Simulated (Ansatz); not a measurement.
# CoPdO2: a single-point run

The task is a single-point run on CoPdO2. The structure is shown as the input types it.

Computed with Ansatz 0.2.0 (DFT, r2SCAN, PAW with Ansatz's default frozen-core files, scalar-relativistic, unless a step's input says otherwise).

### 1 The structure to begin with

Symmetry: R-3m, No. 166, trigonal system. Conventional cell: a = 2.723 Å, b = 2.723 Å, c = 16.997 Å, α = 90.00°, β = 90.00°, γ = 120.00°. Co (site symmetry -3m) has 6 O at 1.82 Å as nearest neighbours. Pd (site symmetry -3m) is surrounded by 2 O at 1.91 Å. O (site symmetry 3m) has 3 Co at 1.82 Å and 1 Pd at 1.91 Å as nearest neighbours.

Structure file:

```
Co Pd O
1.0
     1.36149    0.78606    5.66565
    -1.36149    0.78606    5.66565
     0.00000   -1.57212    5.66565
Co Pd O
1 1 2
Direct
  0.50000 0.50000 0.50000
  0.00000 0.00000 0.00000
  0.88752 0.88752 0.88752
  0.11248 0.11248 0.11248
```

### 2 The run

File input.yaml:

```yaml
crystal:
  lattice:
    - [1.3614920628, 0.786057809, 5.6656533454]
    - [-1.3614920628, 0.786057809, 5.6656533454]
    - [0.0, -1.5721156179, 5.6656533454]
  atoms:
    - { symbol: Co, position: [0.5, 0.5, 0.5] }
    - { symbol: Pd, position: [0.0, 0.0, 0.0] }
    - { symbol: O, position: [0.887524, 0.887524, 0.887524] }
    - { symbol: O, position: [0.112476, 0.112476, 0.112476] }
kpoints:
  mp_grid: { grid: [12, 12, 12] }
scf:
  occupations: { method: fermi_dirac, width: 0.08 }
  lower_state_searc: "off"
  max_iter: 60
hamiltonian:
  xc: r2scan
  pseudopotentials: { kind: paw }
output:
  forces: true
  stress: true
  eigenvalues: true
```

Started as:

```bash
$ ansatz run input.yaml --threads 2 --pin off --max-ram 6144MiB --backend cpu --events-out ev --progress --plain --runs-dir out
```

What happens when this is run?

The run ended at the input check. Its message: «line 15 column 3: unknown field `lower_state_searc`, expected one of max_iter, algorithm, n_extra_bands, self_checks, convergence, ...»

Look at the input: scf.lower_state_searc is off; scf.max_iter is 60. One keyword is written wrongly, so the input can't be read.

Remedy: write the keyword in its listed form.
